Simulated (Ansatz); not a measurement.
# TiNi: how the settings move a single-point run

Question: which choices in the input matter for TiNi?

Program: Ansatz 0.2.0. Level of theory: reference: DFT, r2SCAN, PAW with Ansatz's default frozen-core files, scalar-relativistic. These are calculated values, not measurements.

## 1. The structure to begin with

It takes space group Pm-3m (No. 221, cubic). Conventional cell: a = 2.988 Å, b = 2.988 Å, c = 2.988 Å, α = 90.00°, β = 90.00°, γ = 90.00°. Around Ti (site symmetry m-3m) lie 8 Ni at 2.59 Å. Around Ni (site symmetry m-3m) lie 8 Ti at 2.59 Å.

As a file:

```
Ti Ni
1.0
     2.98807    0.00000    0.00000
     0.00000    2.98807    0.00000
     0.00000    0.00000    2.98807
Ti Ni
1 1
Cartesian
  1.4940 1.4940 1.4940
  0.0000 0.0000 0.0000
```

## 2. The reference run

File input.yaml:

```yaml
crystal:
  lattice:
    - [2.98806613, 0.0, 0.0]
    - [0.0, 2.98806613, 0.0]
    - [0.0, 0.0, 2.98806613]
  atoms:
    - { symbol: Ti, position: [0.5, 0.5, 0.5], spin: 1.0 }
    - { symbol: Ni, position: [0.0, 0.0, 0.0], spin: -1.5 }
magnetization:
  spin_polarized: true
kpoints:
  mp_grid: { grid: [11, 11, 11] }
scf:
  occupations: { method: fermi_dirac, width: 0.05 }
  lower_state_search: "off"
hamiltonian:
  xc: r2scan
  pseudopotentials: { kind: paw }
output:
  forces: true
  stress: true
  eigenvalues: true
  populations: true
  write_density: true
  write_potential: true
  elf: true
  volumetric_format: npy
```

Launch:

```
$ ansatz run input.yaml --threads 1 --pin off --max-ram 3072MiB --backend cpu --events-out ev --progress --plain --runs-dir out
```

Excerpt of the output:

```text
[...]
Basis set: ecut = 500 eV, 691 PW (Γ), exchange–correlation on 96×96×96 points (64 copies of the dense FFT grid, shifted against one another)
[...]
Magnetic group: BNS 221.92 (UNI 1594), of the structure as read, at distance tolerance 3.0e-5 Å
k-points: 56 of 1331
[...]
SCF iter   1: F=-8342.182980 eV  HF=-8351.166964 eV  |F-HF|=8.98e0  |Δ(HF+E_count)|=         —  Δρ=1.96e-1 (↑1.96e-1 ↓2.81e-2)  dr2=1.06e1  dr2_τ=8.07e-2  dr2_m=2.68e0  M=0.019 μB ∫|m|=0.676 μB  β_m=0.30  ethr=3.10e-3  ⟨swp⟩=3.9  Hψ=9266  notcnv=0
preconditioner: auto → none  [metal: Δε(μ)=0.032 eV  Ē_g=7.810 eV  σ=0.050 eV  W_gap=0.16  n_scr=6 (ndim 8)  ℏωp=26.9 eV  f_vac=0.000  D(μ)=0.86/eV (n_scr^D=6)  sad-step TF]
SCF iter   2: F=-8349.136491 eV  HF=-8350.362017 eV  |F-HF|=1.23e0  |Δ(HF+E_count)|=   8.05e-1  Δρ=8.80e-2 (↑3.76e-2 ↓8.80e-2)  dr2=1.31e0  dr2_τ=2.05e-2  dr2_m=5.66e-1  M=-0.136 μB ∫|m|=1.052 μB  β_m=0.30  ethr=3.10e-3  ⟨swp⟩=3.9  Hψ=6305  notcnv=0  defer=91 
[...]
SCF iter  27: F=-8350.341917 eV  HF=-8350.341917 eV  |F-HF|=2.63e-9  |Δ(HF+E_count)|=   2.48e-8  Δρ=5.88e-7 (↑5.88e-7 ↓4.31e-7)  dr2=2.88e-11  dr2_τ=1.16e-12  dr2_m=5.44e-11  M=0.000 μB ∫|m|=0.000 μB  β_m=1.20  ethr=1.00e-12  ⟨swp⟩=4.6  Hψ=12632  notcnv=0  κ⁻¹
SCF iter  28: F=-8350.341917 eV  HF=-8350.341917 eV  |F-HF|=9.48e-10  |Δ(HF+E_count)|=   4.06e-9  Δρ=3.83e-7 (↑3.83e-7 ↓3.09e-7)  dr2=2.99e-11  dr2_τ=7.72e-13  dr2_m=1.83e-11  M=0.000 μB ∫|m|=0.000 μB  ethr=1.00e-12  ⟨swp⟩=4.7  Hψ=11906  notcnv=0
[...]
SCF converged after 28 iterations
Magnetization: 0.0003 μB (15.0001 up, 14.9999 down)
[...]
Free energy (F): -8350.341917 eV
[...]
E sigma→0 (E₀):  -8350.330651 eV
[...]
Fermi energy:    16.413586 eV
[...]
  P = ⅓ Tr σ = 0.2456 GPa (2.456 kbar)
[...]
```

Run time: 98 s. Hardware: 1 thread of AMD EPYC, shared host; peak memory 0.48 GiB.

## 3. Variant: xc pbesol, ecutwfc 200 eV

input.yaml: that of step 2 with these lines changed.

```diff
@@ -16,3 +16,3 @@
 hamiltonian:
-  xc: r2scan
+  xc: pbesol
   pseudopotentials: { kind: paw }
@@ -23,5 +23,3 @@
   populations: true
-  write_density: true
-  write_potential: true
-  elf: true
-  volumetric_format: npy
+basis:
+  ecutwfc: "200 eV"
```

Launch:

```
$ ansatz run input.yaml --threads 1 --pin off --max-ram 3072MiB --backend cpu --events-out ev --progress --plain --runs-dir out
```

Standard output:

```text
Warning: basis.ecutwfc = 200 eV is below the records' recommended 420 eV, and the density's cutoff is lower with it unless basis.ecutrho_ratio is high enough to keep the records' density cutoff: compare with a run at a higher cutoff
Engine: ansatz 0.2.0
Pseudopotentials: kind: paw
Pseudopotential: Ti, paw, valence charge 12, recommended cutoff 420 eV (normal)
Pseudopotential: Ni, paw, valence charge 18, recommended cutoff 420 eV (normal)
Functional definition: PBEsol
  exchange = pbesol_x
  correlation = pbesol_c
Crystal: 2 atoms, lattice volume = 26.679 Å³
Basis set: ecut = 200 eV, 171 PW (Γ), exchange–correlation on 30×30×30 points (8 copies of the dense FFT grid, shifted against one another)
Bands: 21, of which v1, the nominal top of the filled ones, is band 15 counted from 1 (14 counted from 0)
Symmetry: 48 space group operations
Space group: Pm-3m (ITA 221), of the structure as read, at distance tolerance 3.0e-5 Å
Magnetic group: BNS 221.92 (UNI 1594), of the structure as read, at distance tolerance 3.0e-5 Å
k-points: 56 of 1331
Non-local potential: Ti, projectors of the file, l = 0: 3, l = 1: 2, l = 2: 3, l = 3: 1
Non-local potential: Ni, projectors of the file, l = 0: 3, l = 1: 2, l = 2: 3, l = 3: 1
PAW form: soft (Blöchl's): semilocal exchange-correlation on the pseudo side does not see the compensation charge
PAW frozen core: Ti, regenerated for the run's functional, and the local potential with it (the file was generated under x = pbe(κ = 0.804, μ = 0.2195149727645171), c = pbe(β = 0.06672455060314922))
PAW frozen core: Ni, regenerated for the run's functional, and the local potential with it (the file was generated under x = pbe(κ = 0.804, μ = 0.2195149727645171), c = pbe(β = 0.06672455060314922))
PAW one-centre angular grid: Ti, 590 points (default); XC on 64 Gauss nodes
PAW one-centre angular grid: Ni, 590 points (default); XC on 64 Gauss nodes
Initial density: superposition of atomic densities (chi_scale 0.1, normalization cell)
Starting moments: Σ|m| = 2.5 μB on 2 of 2 sites
Initial wavefunctions: pseudopotential atomic-orbital guess
Functional: x = pbesol(κ = 0.804, μ = 0.12345679012345678), c = pbesol(β = 0.046)
SCF iter   1: F=—  HF=-8261.819255 eV  |F-HF|=—  |Δ(HF+E_count)|=         —  Δρ=1.43e-1 (↑1.43e-1 ↓1.28e-1)  dr2=7.60e0  dr2_m=2.72e0  M=-0.069 μB ∫|m|=0.656 μB  β_m=0.30  ethr=3.10e-3  ⟨swp⟩=3.7  Hψ=8048  notcnv=0
preconditioner: auto → none  [metal: Δε(μ)=0.050 eV  Ē_g=7.087 eV  σ=0.050 eV  W_gap=0.24  n_scr=6 (ndim 8)  ℏωp=26.9 eV  f_vac=0.000  D(μ)=1.79/eV (n_scr^D=18)  sad-step TF]
SCF iter   2: F=—  HF=-8259.498531 eV  |F-HF|=—  |Δ(HF+E_count)|=    2.32e0  Δρ=1.46e-1 (↑1.46e-1 ↓5.44e-2)  dr2=6.86e0  dr2_m=1.88e0  M=0.079 μB ∫|m|=0.504 μB  β_m=0.30  ethr=3.10e-3  ⟨swp⟩=2.1  Hψ=5273  notcnv=0  defer=78
SCF iter   3: F=—  HF=-8260.205452 eV  |F-HF|=—  |Δ(HF+E_count)|=   7.07e-1  Δρ=2.29e-1 (↑2.29e-1 ↓1.96e-1)  dr2=4.23e1  dr2_m=2.30e-1  M=-0.719 μB ∫|m|=1.429 μB  β_m=0.30  ethr=3.10e-3  ⟨swp⟩=2.5  Hψ=5061  notcnv=0  defer=72
SCF iter   4: F=—  HF=-8258.338679 eV  |F-HF|=—  |Δ(HF+E_count)|=    1.87e0  Δρ=1.20e-1 (↑1.20e-1 ↓1.58e-2)  dr2=3.19e0  dr2_m=1.03e0  M=0.022 μB ∫|m|=0.487 μB  β_m=0.30  ethr=3.10e-3  ⟨swp⟩=2.0  Hψ=5103  notcnv=0  defer=15
SCF iter   5: F=—  HF=-8258.198793 eV  |F-HF|=—  |Δ(HF+E_count)|=   1.40e-1  Δρ=4.76e-2 (↑1.63e-2 ↓4.76e-2)  dr2=3.21e-1  dr2_m=2.36e-1  M=-0.219 μB ∫|m|=0.592 μB  β_m=0.30  ethr=3.10e-3  ⟨swp⟩=2.0  Hψ=3723  notcnv=0  defer=47
SCF iter   6: F=—  HF=-8258.191643 eV  |F-HF|=—  |Δ(HF+E_count)|=   7.15e-3  Δρ=3.86e-2 (↑3.86e-2 ↓2.98e-2)  dr2=1.37e-2  dr2_m=2.85e-1  M=-0.102 μB ∫|m|=0.439 μB  β_m=0.30  ethr=1.07e-3  ⟨swp⟩=1.4  Hψ=2755  notcnv=0  defer=40
SCF iter   7: F=—  HF=-8258.218608 eV  |F-HF|=—  |Δ(HF+E_count)|=   2.70e-2  Δρ=4.01e-2 (↑4.01e-2 ↓2.10e-2)  dr2=9.30e-2  dr2_m=2.27e-1  M=-0.053 μB ∫|m|=0.355 μB  β_m=0.30  ethr=4.58e-5  ⟨swp⟩=1.5  Hψ=2903  notcnv=0  defer=37
SCF iter   8: F=—  HF=-8258.227536 eV  |F-HF|=—  |Δ(HF+E_count)|=   8.93e-3  Δρ=2.65e-2 (↑2.65e-2 ↓2.14e-2)  dr2=6.62e-3  dr2_m=1.41e-1  M=-0.052 μB ∫|m|=0.310 μB  β_m=0.30  ethr=4.58e-5  ⟨swp⟩=1.6  Hψ=3107  notcnv=0  defer=36
Mixer restart at iter 8: flushing history
spin-set hold released at iteration 8 (site moments contracting): the magnetisation degrees of freedom join the quasi-Newton model from the next iteration; the mixer history was flushed
SCF iter   9: F=—  HF=-8258.239477 eV  |F-HF|=—  |Δ(HF+E_count)|=   1.19e-2  Δρ=2.47e-2 (↑1.17e-2 ↓2.47e-2)  dr2=4.09e-2  dr2_m=8.06e-2  M=-0.066 μB ∫|m|=0.277 μB  β_m=0.58  ethr=2.21e-5  ⟨swp⟩=2.0  Hψ=3269  notcnv=0  defer=36
SCF iter  10: F=—  HF=-8258.367007 eV  |F-HF|=—  |Δ(HF+E_count)|=   1.28e-1  Δρ=5.57e-2 (↑5.57e-2 ↓2.23e-2)  dr2=1.44e0  dr2_m=7.05e-2  M=0.008 μB ∫|m|=0.167 μB  β_m=0.16  ethr=2.21e-5  ⟨swp⟩=2.2  Hψ=5133  notcnv=0  defer=33  recentre
SCF iter  11: F=—  HF=-8258.247794 eV  |F-HF|=—  |Δ(HF+E_count)|=   1.19e-1  Δρ=1.53e-2 (↑1.53e-2 ↓1.27e-2)  dr2=1.97e-3  dr2_m=4.76e-2  M=-0.029 μB ∫|m|=0.187 μB  β_m=0.25  ethr=2.21e-5  ⟨swp⟩=2.1  Hψ=5129  notcnv=0  defer=40
SCF iter  12: F=—  HF=-8258.257856 eV  |F-HF|=—  |Δ(HF+E_count)|=   1.01e-2  Δρ=7.49e-3 (↑7.49e-3 ↓1.63e-3)  dr2=8.15e-3  dr2_m=4.83e-3  M=0.004 μB ∫|m|=0.070 μB  β_m=0.36  ethr=6.58e-6  ⟨swp⟩=1.8  Hψ=3604  notcnv=0  defer=40
SCF iter  13: F=—  HF=-8258.258343 eV  |F-HF|=—  |Δ(HF+E_count)|=   4.87e-4  Δρ=1.73e-3 (↑1.42e-3 ↓1.73e-3)  dr2=1.04e-3  dr2_m=3.59e-4  M=0.014 μB ∫|m|=0.019 μB  β_m=0.68  ethr=6.58e-6  ⟨swp⟩=1.5  Hψ=2715  notcnv=0  defer=40
SCF iter  14: F=—  HF=-8258.258567 eV  |F-HF|=—  |Δ(HF+E_count)|=   2.24e-4  Δρ=1.05e-3 (↑1.05e-3 ↓5.03e-4)  dr2=3.56e-4  dr2_m=4.47e-5  M=0.017 μB ∫|m|=0.017 μB  β_m=0.63  ethr=3.46e-6  ⟨swp⟩=1.5  Hψ=2627  notcnv=0  defer=40
SCF iter  15: F=—  HF=-8258.258563 eV  |F-HF|=—  |Δ(HF+E_count)|=   4.29e-6  Δρ=6.13e-4 (↑5.75e-4 ↓6.13e-4)  dr2=2.97e-4  dr2_m=5.25e-6  M=0.019 μB ∫|m|=0.019 μB  β_m=0.82  ethr=1.19e-6  ⟨swp⟩=1.7  Hψ=2796  notcnv=0  defer=40
SCF iter  16: F=—  HF=-8258.258543 eV  |F-HF|=—  |Δ(HF+E_count)|=   1.96e-5  Δρ=2.52e-4 (↑2.52e-4 ↓9.38e-5)  dr2=1.63e-5  dr2_m=4.03e-6  M=0.020 μB ∫|m|=0.020 μB  β_m=0.91  ethr=9.90e-7  ⟨swp⟩=1.0  Hψ=2312  notcnv=0  defer=40
SCF iter  17: F=—  HF=-8258.258448 eV  |F-HF|=—  |Δ(HF+E_count)|=   9.53e-5  Δρ=9.74e-5 (↑8.08e-5 ↓9.74e-5)  dr2=5.67e-7  dr2_m=1.76e-6  M=0.025 μB ∫|m|=0.025 μB  β_m=0.95  ethr=5.42e-8  ⟨swp⟩=1.5  Hψ=2580  notcnv=0  defer=40
SCF iter  18: F=—  HF=-8258.258449 eV  |F-HF|=—  |Δ(HF+E_count)|=   1.50e-6  Δρ=9.99e-5 (↑9.59e-5 ↓9.99e-5)  dr2=1.29e-7  dr2_m=2.32e-6  M=0.026 μB ∫|m|=0.027 μB  β_m=0.95  ethr=1.89e-9  ⟨swp⟩=2.2  Hψ=2973  notcnv=0  defer=40
SCF iter  19: F=—  HF=-8258.258445 eV  |F-HF|=—  |Δ(HF+E_count)|=   3.79e-6  Δρ=8.19e-5 (↑7.29e-5 ↓8.19e-5)  dr2=4.58e-8  dr2_m=1.45e-6  M=0.021 μB ∫|m|=0.021 μB  β_m=0.98  ethr=3.33e-10  ⟨swp⟩=5.4  Hψ=8672  notcnv=0
iter 20 did not close the SCF: its close was put off for a magnetic moment that had not settled (scf_convergence_deferred on its scf_iter line)
SCF iter  20: F=-8258.258439 eV  HF=-8258.258439 eV  |F-HF|=2.93e-8  |Δ(HF+E_count)|=   6.20e-6  Δρ=1.15e-5 (↑1.15e-5 ↓1.01e-5)  dr2=5.08e-8  dr2_m=1.70e-8  M=0.002 μB ∫|m|=0.002 μB  β_m=0.96  ethr=1.53e-10  ⟨swp⟩=5.0  Hψ=9168  notcnv=0
iter 21 did not close the SCF: its close was put off for a magnetic moment that had not settled (scf_convergence_deferred on its scf_iter line)
SCF iter  21: F=-8258.258439 eV  HF=-8258.258439 eV  |F-HF|=1.42e-8  |Δ(HF+E_count)|=   7.01e-8  Δρ=4.59e-6 (↑4.59e-6 ↓4.50e-6)  dr2=1.63e-8  dr2_m=3.76e-10  M=0.000 μB ∫|m|=0.000 μB  β_m=0.98  ethr=1.53e-10  ⟨swp⟩=1.6  Hψ=6443  notcnv=0
iter 22 did not close the SCF: its close was put off for a magnetic moment that had not settled (scf_convergence_deferred on its scf_iter line)
SCF iter  22: F=-8258.258439 eV  HF=-8258.258439 eV  |F-HF|=1.07e-10  |Δ(HF+E_count)|=   1.03e-9  Δρ=7.41e-7 (↑7.41e-7 ↓5.49e-7)  dr2=1.54e-10  dr2_m=3.92e-11  M=0.000 μB ∫|m|=0.000 μB  β_m=0.98  ethr=5.42e-11  ⟨swp⟩=1.3  Hψ=5268  notcnv=0
SCF iter  23: F=-8258.258439 eV  HF=-8258.258439 eV  |F-HF|=7.09e-11  |Δ(HF+E_count)|=  8.91e-11  Δρ=2.79e-7 (↑2.10e-7 ↓2.79e-7)  dr2=8.25e-11  dr2_m=9.46e-13  M=-0.000 μB ∫|m|=0.000 μB  ethr=1.00e-12  ⟨swp⟩=1.0  Hψ=6291  notcnv=0
WARN: the starting moments were not kept: the SCF closed with an absolute magnetisation of 1.5e-5 μB, where they sum to 2.5 μB in size (2 sites). That is at most 0.1 of that sum. Measured as dr2_m measures the in/out step, that magnetisation stands 9.5e-11 eV from none, at or under the dr2_threshold of 1.0e-7 eV: it is no larger than a step whose dr2_m would equal this threshold. The system may hold no moment; this SCF shows only that its start led to no more than that. To try another start: raise the starting moments (crystal.atoms[].spin, magnetization.per_species, magnetization.initial_magnetization, or on a non-collinear deck that types none of these the spinor_matrix: blocks that start its atoms; where the total moment is fixed, keep their sum and leave initial_magnetization as it is; typed ones take the place of any that the run laid by itself, positive ones on a crystal's lanthanoids without a Hubbard term where scf.initial_density.shell_occupations: [] is typed) or, if the notice of its spin-set hold's release reads "site moments contracting" or "site moments show no strong build", lengthen the hold (scf.mixing.spin_hold: { on: { confirm: 4 } }; for m-r²SCAN on two components see the key's manual first). Each may lead to a state that holds a moment. A second SCF, from the converged charge density, with the starting moments and any scf.initial_density.shell_occupations laid on it anew, would have followed, and was not run: the deck does not ask for one (magnetization.retry_lost_moments is false, the default). To let it run, set magnetization.retry_lost_moments: true and run the deck again, where that key's refused combinations let it; where memory then withholds it, that run's warning says so.
The SCF converged. Along the directions that its mixing steps explored, a Ritz value of the dielectric operator 1 − χ₀K read negative at each of the last 4 readings (its real part and the size of its imaginary part sum to between -0.12 and -0.11).
SCF 1 converged in 23 iterations: F = -8258.258439 eV  dr2 = 8.25e-11
No search for a lower state was made along the close's negative reading: the deck asks for none (scf.lower_state_search: off) (following: asked_to_warn; scf.lower_state_search in the input reference).
SCF converged after 23 iterations
Magnetization: -0.0000 μB (15.0000 up, 15.0000 down)
Absolute magnetization: 0.0000 μB (∫|ρ↑−ρ↓|, with the PAW one-centre terms)
Spin contamination: 0.0000 ħ² per cell (⟨S²⟩ above its minimum at these occupations)
Per-site moments (μB) at R_I (Å): [(-8.664633004400252e-6, 1.0674432354167402), (-4.376185849633573e-6, 1.0674432354167402)]
Free energy (F): -8258.258439 eV
Harris-Foulkes:  -8258.258439 eV  (|F-HF|=7.09e-11)
Internal energy: -8258.224037 eV  (E = F + TS)
E sigma→0 (E₀):  -8258.241238 eV
Entropy (-TS):   -0.034402 eV (-17.201 meV/atom)
Fermi energy:    15.988374 eV
--- Per-component energies (eV) ---
  E_band       = -473.880268
  E_kinetic    = 604.450795
  E_local      = -4602.124462  (includes V_loc(G=0)·N_el)
  E_nonlocal   = 682.238223
  E_hartree    = 1946.520006
  E_xc         = -187.144041
  E_vxc        = -238.626444  (∫ρ·V_xc dr)
  E_paw        = -2668.297261  (= ΣΔE_a)
  E_vpaw       = -812.903434  (= ΣTr[D̂ρ^β])
  E_aug_tail   = 0.044912  (compensation charges beyond the density's cutoff)
  E_ewald      = -4034.248881
  E_core_change = 0.336673  (= ΣΔE_core)
  E_smearing   = -0.034402  (= −TS)
  E_closure    = -0.000000  (closes the sum)
  Σ components = -8258.258439   (vs F -8258.258439, Δ=0.00e0)
--- Forces (eV/Å), atoms counted from 1 ---
  atom   1  Ti     0.00000000    -0.00000000    -0.00000000
  atom   2  Ni    -0.00000000    -0.00000000    -0.00000000
  max |Σ_I F_I| component: 5.08e-29 eV/Å
--- Stress (GPa, compression-positive) ---
       -9.368432       0.000000       0.000000
       -0.000000      -9.368432       0.000000
        0.000000       0.000000      -9.368432
  P = ⅓ Tr σ = -9.3684 GPa (-93.684 kbar)
--- Band table (eV; the first three rows and the last of 112) ---
  k-point 0 ↑: bands = ["-89.1214", "-48.7982", "-48.7982", "-48.7982", "-42.7033", "-18.1917", "-18.1917", "-18.1917", "8.4461", "12.0831", "12.0831", "14.6496", "14.6496", "14.6496", "16.0273", "16.0273", "18.6607", "18.6607", "18.6607", "25.3901", "25.3901"]
  k-point 1 ↑: bands = ["-89.1389", "-48.8707", "-48.8707", "-48.8589", "-42.7016", "-18.2657", "-18.2526", "-18.2526", "8.6071", "12.1436", "12.1481", "14.3416", "14.3461", "14.3461", "15.9798", "16.0635", "18.3719", "18.3719", "18.5054", "24.5547", "25.7190"]
  k-point 2 ↑: bands = ["-89.1081", "-48.8374", "-48.8374", "-48.6469", "-42.6945", "-18.2242", "-18.2242", "-18.1668", "9.0852", "12.3359", "12.7679", "14.3792", "14.4247", "14.4247", "15.8425", "16.1539", "18.0863", "18.0863", "18.4749", "22.9310", "26.6853"]
  k-point 55 ↓: bands = ["-89.0891", "-48.6004", "-48.6004", "-48.5997", "-42.6207", "-18.2917", "-18.2917", "-18.2871", "13.4328", "13.4845", "13.4845", "14.0832", "14.1822", "14.1822", "15.6930", "15.6930", "19.7436", "19.7436", "22.9602", "23.3510", "24.0905"]
--- Löwdin populations: 2 sites ---
  site symbol       q [e]    m [muB]
     0     Ti     11.7875    -0.0000
     1     Ni     17.9672    -0.0000
  spilling = 0.008174 (of n_electrons = 30.000000)
```

It took 9.1 s on 1 thread of AMD EPYC, shared host; peak memory 0.34 GiB.

Total energies don't compare across a change of functional; the pressure goes from 0.2 to -9.4 GPa. The cutoff changed too. The cutoff is under what these potentials recommend, as the log warns, so basis error is mixed in.

## 4. All runs together

| run | ending | energy change | pressure (GPa) | gap (eV) | force (eV/Å) | cycles | time |
| --- | --- | --- | --- | --- | --- | --- | --- |
| reference | converged | - | 0.2 | 0.00 | 0.00 | 28 | 98 s |
| 1: xc pbesol, ecutwfc 200 eV | converged | not comparable | -9.4 | 0.00 | 0.00 | 23 | 9.1 s |

Times don't compare one to one where runs were asked for different outputs or read a saved state (see the inputs); cycles may leave out searches for a lower state.

Residual by cycle in the longest SCF loop of each run; runs are numbered as in the table. The quantity is the density residual dr2, in eV.

```csv
cycle,reference,run 1
1,10.6,7.6
3,0.632,42.3
6,0.0645,0.0137
8,6.7e-4,0.00662
11,2.2e-4,0.00197
13,5.1e-5,0.00104
16,3.8e-6,1.6e-5
18,9.8e-8,1.3e-7
21,6.7e-7,1.6e-8
23,1.3e-7,8.2e-11
26,1.7e-10,-
28,3.0e-11,-
```

A change of functional puts the total energy on another scale; the pressure goes from 0.2 to -9.4 GPa. The cutoff changed too. The cutoff is under what these potentials recommend, as the log warns, so basis error is mixed in. Run 1 ran under the cutoff that the potentials recommend, as the log warns, so basis error is mixed into its values.
